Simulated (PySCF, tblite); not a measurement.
**C₂H₉N₂Si₂ radical: geometry, infrared bands and EPR parameters**

What infrared bands and EPR parameters should C₂H₉N₂Si₂ radical (`C=[C][SiH2]N[SiH2]N`) show?

Computed with tblite 0.8.0 and PySCF 2.14.0, with density-fitted response routines of our own, on a single molecule in the gas phase. Atoms count from 0, in the outputs and in this text.

## Step 1: The starting structure

15 atoms, charge 0, multiplicity 2; geometry from: force field or distance geometry start.

Bonds of the start (Å): C0–C1 1.31, C1–Si2 1.86, Si2–N3 1.70, N3–Si4 1.67, Si4–N5 1.69, C0–H6 1.08, C0–H7 1.09, Si2–H8 1.48, Si2–H9 1.48, N3–H10 1.02, Si4–H11 1.47, Si4–H12 1.47, N5–H13 1.02, N5–H14 1.01.

## Step 2: Optimising the geometry with GFN2-xTB

Job settings and geometry (Å):

```
{"job": {"kind": "relax", "xc": "GFN2-xTB", "basis": "xTB"}, "charge": 0, "multiplicity": 2}
C      3.629100    -0.304600    -0.061800
C      2.422300     0.187400     0.106700
Si     0.705100     0.852900     0.359000
N     -0.391600    -0.285400    -0.253900
Si    -1.954000     0.248700     0.015900
N     -2.741900    -1.155400    -0.492900
H      3.815200    -1.008200    -0.861800
H      4.448000    -0.002400     0.586900
H      0.536300     2.129800    -0.375700
H      0.441400     1.050800     1.806100
H     -0.276900    -1.158700     0.269900
H     -2.265400     0.474900     1.431500
H     -2.325300     1.328300    -0.915200
H     -2.330000    -1.414200    -1.390000
H     -3.716700    -0.935800    -0.670900
```

Launch:

```bash
> OMP_NUM_THREADS=1 python probes_run.py task.json out
```

One launch serves the whole session: the jobs run in the order shown.

**Question.** This job is followed by: GFN2-xTB harmonic vibrations, gas phase; UKS B3LYP, pcH-1 on C H N Si, non-relativistic, mean-field spin-orbit, GIAO. Predict these results of the whole session: strongest single infrared mode (GFN2-xTB); zero-point energy (GFN2-xTB); g(iso) (B3LYP); ⟨S²⟩; largest a(iso) (averaged by class); potential on the surface of density 0.002 e/bohr³, 1st and 99th percentile.

The runs gave:

| quantity | value |
| --- | --- |
| strongest single infrared mode (GFN2-xTB) | 2186 cm⁻¹, 417 km/mol |
| zero-point energy (GFN2-xTB) | 63.4 kcal/mol |
| g(iso) (B3LYP) | 2.00219 |
| ⟨S²⟩ | 0.758 (exact 0.75) |
| largest a(iso) (averaged by class) | 1H on H7, 190.9 MHz |
| potential on the surface of density 0.002 e/bohr³, 1st and 99th percentile | -1.13 V and 1.58 V |

**Reading.** The optimisation took 91 steps and gained 0.745 eV; among the close pairs (by a distance rule), N3–Si4 changed most, from 1.673 to 1.726 Å. No mode is imaginary among the 39: a minimum at this level. The strongest single mode, at 2186 cm⁻¹, moves mainly H12. GFN2-xTB is a fitted tight-binding method: band positions and strengths are rough. Its intensities can rank the bands wrongly. Most of the unpaired spin sits on C1 (0.98 e). The isotropic g lies 0.1 ppt below the free-electron value. These values are for one conformer; the search (at its own cheap level) found 2 more, at 0.82, 1.36 kcal/mol, and measured spectra average over such forms.
